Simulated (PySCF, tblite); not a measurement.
# C5H6F4O2Si: infrared bands and NMR shifts

Aim: predict the infrared bands and NMR shifts of C5H6F4O2Si (`CO/C([SiH3])=C(/C(=O)F)C(F)(F)F`).

Programs: tblite 0.8.0 and PySCF 2.14.0, with density-fitted response routines of our own. Each step states its level of theory. These are calculated values for one molecule in the gas phase, unless marked as measured. Atoms count from 0, in the outputs and in this text.

### 1 The molecule as given

18 atoms, charge 0, multiplicity 1; geometry from: GFN2-xTB.

Bonds of the start (Å): C0–O1 1.41, O1–C2 1.31, C2–Si3 1.93, C2–C4 1.37, C4–C5 1.42, C5–O6 1.21, C5–F7 1.34, C4–C8 1.50, C8–F9 1.35, C8–F10 1.35, C8–F11 1.34, C0–H12 1.09, C0–H13 1.09, C0–H14 1.09, Si3–H15 1.46, Si3–H16 1.46, Si3–H17 1.48.

### 2 Infrared spectrum with GFN2-xTB

Job settings and geometry (Å):

```
{"job": {"kind": "ir", "xc": "GFN2-xTB", "basis": "xTB"}, "charge": 0, "multiplicity": 1}
C     -1.980010     1.654150    -0.108138
O     -0.616634     1.302423     0.020262
C     -0.213620     0.057676    -0.022733
Si    -1.326038    -1.503296    -0.279409
C      1.131013    -0.188550     0.121538
C      1.521580    -1.554657     0.074594
O      0.775036    -2.491246    -0.076139
F      2.833083    -1.798559     0.211441
C      2.201530     0.848086     0.323008
F      2.874090     0.660064     1.473516
F      3.121204     0.820880    -0.659481
F      1.743063     2.102746     0.364593
H     -2.001175     2.740481    -0.030261
H     -2.576824     1.213853     0.691899
H     -2.378179     1.344052    -1.075134
H     -1.043161    -2.042581    -1.601459
H     -1.386742    -2.219326     0.986222
H     -2.686977    -0.939880    -0.425977
```

**Question.** This job is followed by: GIAO PBE0/pcSseg-1 NMR shielding, non-relativistic, gas phase. Predict these results of the whole session: strongest single infrared mode (GFN2-xTB); zero-point energy (GFN2-xTB); 13C shifts against TMS (PBE0/pcSseg-1); 1H shifts against TMS (PBE0/pcSseg-1, means over atoms taken as alike); 17O shifts against H2O (PBE0/pcSseg-1); 29Si shifts against TMS (PBE0/pcSseg-1); 19F shifts against CFCl3 (PBE0/pcSseg-1, means over atoms taken as alike).

The runs gave:

```
                                                                 quantity                                 value
                                strongest single infrared mode (GFN2-xTB)                 1512 cm⁻¹, 524 km/mol
                                             zero-point energy (GFN2-xTB)                         64.9 kcal/mol
                                   13C shifts against TMS (PBE0/pcSseg-1)  208.2, 174.6, 131.4, 110.7, 63.9 ppm
   1H shifts against TMS (PBE0/pcSseg-1, means over atoms taken as alike)                        4.54, 4.38 ppm
                                   17O shifts against H2O (PBE0/pcSseg-1)                      392.7, 205.8 ppm
                                  29Si shifts against TMS (PBE0/pcSseg-1)                            -107.3 ppm
19F shifts against CFCl3 (PBE0/pcSseg-1, means over atoms taken as alike)                       12.8, -71.7 ppm
```

All 48 modes are real, so the xTB geometry is a minimum. The strongest single mode, at 1512 cm⁻¹, moves mainly C4 and C2. GFN2-xTB is a fitted tight-binding method: band positions and strengths are rough. Its intensities can rank the bands wrongly. The most deshielded carbon is C2 (alkene carbon bearing oxygen), at 208.2 ppm: an sp2 carbon further deshielded by the attached heteroatom. At PBE0/pcSseg-1: The widest tensor belongs to O6: span 495 ppm, with a paramagnetic part of -465 ppm.
